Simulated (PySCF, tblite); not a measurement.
**C6H14S2Si: geometry, infrared bands and NMR shifts**

What infrared bands and NMR shifts should C6H14S2Si (`CS[Si@H](C)SC1(C)CC1`) show?

Computed with tblite 0.8.0 and PySCF 2.14.0, with density-fitted response routines of our own, on a single molecule in the gas phase. Atoms count from 0, in the outputs and in this text.

## (1) The molecule as given

23 atoms, charge 0, multiplicity 1; geometry from: force field or distance geometry start.

Bonds of the start (Å): C0–S1 1.80, S1–Si2 2.15, Si2–C3 1.83, Si2–S4 2.16, S4–C5 1.76, C5–C6 1.51, C5–C7 1.50, C7–C8 1.50, C8–C5 1.51, C0–H9 1.09, C0–H10 1.09, C0–H11 1.10, Si2–H12 1.49, C3–H13 1.10, C3–H14 1.10, C3–H15 1.07, C6–H16 1.10, C6–H17 1.10, C6–H18 1.10, C7–H19 1.08, C7–H20 1.08, C8–H21 1.09, C8–H22 1.08.

## (2) Relaxing the molecule with GFN2-xTB

What the job is given:

```
{"job": {"kind": "relax", "xc": "GFN2-xTB", "basis": "xTB"}, "charge": 0, "multiplicity": 1}
C      2.291300     3.262500    -0.150500
S      2.791400     1.749600    -0.986000
Si     1.515100     0.248700    -0.129100
C      1.957300    -1.391100    -0.815100
S     -0.523100     0.740000    -0.645700
C     -1.549500    -0.446000     0.143200
C     -1.657600    -0.285400     1.638700
C     -1.668600    -1.825400    -0.446600
C     -2.800700    -0.858500    -0.588900
H      2.919600     4.085500    -0.477300
H      2.378000     3.169000     0.933800
H      1.244800     3.513900    -0.398300
H      1.641300     0.297300     1.354000
H      3.014400    -1.632300    -0.616600
H      1.359600    -2.185800    -0.346400
H      1.799900    -1.449900    -1.876600
H     -1.984300     0.726500     1.910000
H     -2.389800    -0.993700     2.065400
H     -0.702900    -0.483100     2.143500
H     -1.120900    -2.078800    -1.346000
H     -1.816600    -2.665700     0.222500
H     -3.709100    -1.034700    -0.015600
H     -2.994300    -0.435700    -1.562300
```

Launch:

```console
$ OMP_NUM_THREADS=1 python probes_run.py task.json out
```

The driver reads the jobs from task.json and runs them one after another.

**Question.** This job is followed by: GFN2-xTB harmonic vibrations, gas phase; GIAO PBE0/pcSseg-1 NMR shielding, non-relativistic, gas phase. What will the session give for the following? strongest single infrared mode (GFN2-xTB); zero-point energy (GFN2-xTB); 13C shifts against TMS (PBE0/pcSseg-1); 1H shifts against TMS (PBE0/pcSseg-1, means over atoms taken as alike); 33S shifts against CS2 (PBE0/pcSseg-1); 29Si shifts against TMS (PBE0/pcSseg-1).

The runs gave:

| quantity | value |
| --- | --- |
| strongest single infrared mode (GFN2-xTB) | 2226 cm⁻¹, 214 km/mol |
| zero-point energy (GFN2-xTB) | 115.5 kcal/mol |
| 13C shifts against TMS (PBE0/pcSseg-1) | 29.8, 24.3, 20.4, 18.3, 12.8, 0.1 ppm |
| 1H shifts against TMS (PBE0/pcSseg-1, means over atoms taken as alike) | 6.01, 2.01, 1.48, 0.85, 0.76, 0.64, 0.60, 0.59 ppm |
| 33S shifts against CS2 (PBE0/pcSseg-1) | -41, -186 ppm |
| 29Si shifts against TMS (PBE0/pcSseg-1) | 13.2 ppm |

In words: Relaxing lowered the energy by 0.190 eV in 167 steps; the close pair that moved most is Si2–C3, from 1.832 to 1.890 Å. All 63 modes are real, so the xTB geometry is a minimum. The strongest single mode, at 2226 cm⁻¹, moves mainly H12. Unscaled tight-binding wavenumbers are off by several per cent, some by more. Its intensities can rank the bands wrongly. At PBE0/pcSseg-1: The widest tensor belongs to S4: span 429 ppm, with a paramagnetic part of -517 ppm.
